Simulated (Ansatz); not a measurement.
# BaFeO3: the cost of one run

Program: Ansatz 0.2.0. Level of theory: DFT LDA+U (U_eff = 6 eV on Fe d, around-mean-field double counting), plane waves, PAW. These are calculated values, not measurements.

The COD entry's cell or inner coordinates are ideal or old and differ from later refinements, so a difference from it is no clean test against experiment.

### Step 1. The structure to begin with

Symmetry: Pm-3m, No. 221, cubic system. Conventional cell: a = 4.020 Å, b = 4.020 Å, c = 4.020 Å, α = 90.00°, β = 90.00°, γ = 90.00°. Ba (site symmetry m-3m) is surrounded by 12 O at 2.84 Å. Fe (site symmetry m-3m) has 6 O at 2.01 Å as nearest neighbours. Around O (site symmetry 4/mmm) lie 2 Fe at 2.01 Å and 4 Ba at 2.84 Å.

Structure file:

```
CELL_PARAMETERS angstrom
4.02000 0.00000 0.00000
0.00000 4.02000 0.00000
0.00000 0.00000 4.02000
ATOMIC_POSITIONS crystal
Ba 0.00000 0.00000 0.00000
Fe 0.50000 0.50000 0.50000
O 0.50000 0.50000 0.00000
O 0.00000 0.50000 0.50000
O 0.50000 0.00000 0.50000
```

Magnetic order typed: ferromagnetic.

An earlier series on this cell reached its lowest free state from «random orbitals: fully mixed, first filling», perhaps among other starts.

### Step 2. Random orbitals: single harmonics, second filling

input.yaml

```yaml
crystal:
  lattice:
    - [4.01999983, 0.0, 0.0]
    - [0.0, 4.01999983, 0.0]
    - [0.0, 0.0, 4.01999983]
  atoms:
    - { symbol: Ba, position: [0.0, 0.0, 0.0] }
    - { symbol: Fe, position: [0.5, 0.5, 0.5], spin: 0.3 }
    - { symbol: O, position: [0.5, 0.5, 0.0] }
    - { symbol: O, position: [0.0, 0.5, 0.5] }
    - { symbol: O, position: [0.5, 0.0, 0.5] }
basis:
  ecutwfc: 420
  ecutrho_ratio: 4
kpoints:
  mp_grid: { grid: [5, 5, 5] }
hamiltonian:
  xc: lda
  hubbard:
    sites:
      - { site: 1, l: d, u_eff: 6.0, starting_ns: [{ spin: up, occupation_matrix: s1up }, { spin: down, occupation_matrix: s1down }] }
    double_counting: amf
    occupation_matrices:
      s1up:
        matrix:
          - [0.02, 0.0, 0.0, 0.0, 0.0]
          - [0.0, 0.02, 0.0, 0.0, 0.0]
          - [0.0, 0.0, 0.02, 0.0, 0.0]
          - [0.0, 0.0, 0.0, 0.97, 0.0]
          - [0.0, 0.0, 0.0, 0.0, 0.97]
      s1down:
        matrix:
          - [0.02, 0.0, 0.0, 0.0, 0.0]
          - [0.0, 0.97, 0.0, 0.0, 0.0]
          - [0.0, 0.0, 0.02, 0.0, 0.0]
          - [0.0, 0.0, 0.0, 0.02, 0.0]
          - [0.0, 0.0, 0.0, 0.0, 0.97]
    ns_hold: { iters: 12 }
scf:
  occupations: { method: gaussian, width: 0.05 }
  lower_state_search: "off"
  max_iter: 150
output:
  forces: true
  stress: true
  eigenvalues: true
  populations: true
  hubbard: { sites: [{ site: 1, l: d }] }
magnetization:
  spin_polarized: true
```

The typed matrices put 0.97 on the chosen orbitals and 0.02 on the others, and are held for 12 cycles.

Command:

```sh
ansatz run input.yaml --threads 4 --pin off --max-ram 6144MiB --backend cpu --events-out ev --progress --plain --runs-dir out
```

What time and memory should one allow on 4 threads of Intel Xeon at 2.50GHz (Skylake/Cascade Lake), shared host?

About 30 s, with a peak of 0.5 GiB.
